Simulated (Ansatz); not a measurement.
Write a Python script for Ansatz 0.2.0 through its Python package that makes a rigid scan of one bond length of ClGeH₅OSi, SMILES O[SiH](Cl)[GeH3]. Settings (for the species named): CAM-B3LYP, def2-SVP basis, multiplicity 1.

| atom | x (Å) | y (Å) | z (Å) |
| --- | --- | --- | --- |
| O | -1.8053 | 0.1347 | 0.9907 |
| Si | -0.6145 | 0.8100 | -0.0218 |
| Cl | 0.3503 | 2.3579 | 0.9725 |
| Ge | 0.9712 | -0.8534 | -0.5409 |
| H | -1.3788 | -0.1766 | 1.7582 |
| H | -1.2004 | 1.3536 | -1.2628 |
| H | 0.1891 | -2.0022 | -1.2830 |
| H | 1.5537 | -1.4001 | 0.7654 |
| H | 2.0232 | -0.2702 | -1.3954 |

`scan_clgeh5osi.py`
```python
# -*- coding: utf-8 -*-
import warnings

import ansatz as az
import numpy as np

warnings.simplefilter("ignore", az.DeckWarning)

geometry_ang = [
    ("O", [-1.8053, 0.1347, 0.9907]),
    ("Si", [-0.6145, 0.81, -0.0218]),
    ("Cl", [0.3503, 2.3579, 0.9725]),
    ("Ge", [0.9712, -0.8534, -0.5409]),
    ("H", [-1.3788, -0.1766, 1.7582]),
    ("H", [-1.2004, 1.3536, -1.2628]),
    ("H", [0.1891, -2.0022, -1.283]),
    ("H", [1.5537, -1.4001, 0.7654]),
    ("H", [2.0232, -0.2702, -1.3954]),
]
geometry = az.Crystal.molecule()
for symbol, xyz in geometry_ang:
    geometry = geometry.atom(symbol, xyz)

symbols = [site.symbol for site in geometry.cartesian_sites]
start = np.array([site.position_ang for site in geometry.cartesian_sites])
axis = (start[5] - start[1]) / np.linalg.norm(start[5] - start[1])
moving = [5]
lengths, energies = [1.299, 1.358, 1.417, 1.476, 1.535, 1.594, 1.653, 1.742], []
for length in lengths:
    xyz = start.copy()
    xyz[moving] += (length - np.linalg.norm(start[5] - start[1])) * axis
    point = az.Crystal.molecule()
    for symbol, place in zip(symbols, xyz):
        point = point.atom(symbol, place.tolist())
    setup = (
        point.calculation()
        .basis(gaussian="def2-SVP")
        .functional("cam_b3lyp")
    )
    rep = setup.run(threads=1).report
    energies.append(rep["free_energy_ev"])
    print(f"r = {length:6.3f} A  E = {energies[-1]:.5f} eV  <S^2> = {abs(rep['mean_field']['state']['spin_squared']):.3f}")

fit = np.polynomial.Polynomial.fit(lengths, np.array(energies) - min(energies), 4).convert()
roots = [r.real for r in fit.deriv().roots() if abs(r.imag) < 1e-9 and fit.deriv(2)(r.real) > 0]
r_e = min(roots, key=lambda r: abs(r - lengths[int(np.argmin(energies))]))
print(f"minimum of the fit at {r_e:.4f} A, force constant {fit.deriv(2)(r_e):.2f} eV/A^2")
```

Running `python scan_clgeh5osi.py` prints:
```text
r =  1.299 A  E = -79036.63240 eV  <S^2> = 0.000
r =  1.358 A  E = -79036.86762 eV  <S^2> = 0.000
r =  1.417 A  E = -79036.99297 eV  <S^2> = 0.000
r =  1.476 A  E = -79037.03221 eV  <S^2> = 0.000
r =  1.535 A  E = -79037.00462 eV  <S^2> = 0.000
r =  1.594 A  E = -79036.92571 eV  <S^2> = 0.000
r =  1.653 A  E = -79036.80788 eV  <S^2> = 0.000
r =  1.742 A  E = -79036.57763 eV  <S^2> = 0.000
minimum of the fit at 1.4784 A, force constant 18.99 eV/A^2
```

What to keep in mind:
- Total energies depend on the basis set; only differences at equal settings carry meaning.
- The rest of the molecule is held rigid at a force-field or estimated start geometry, and the basis set is modest; single-reference methods fail as a bond breaks.
- The orbitals are restricted, so S² is zero by construction.
- The whole script took 29 s on 1 thread of Intel(R) Xeon(R) Processor @ 2.30GHz, on a shared host, peak memory 0.39 GiB.
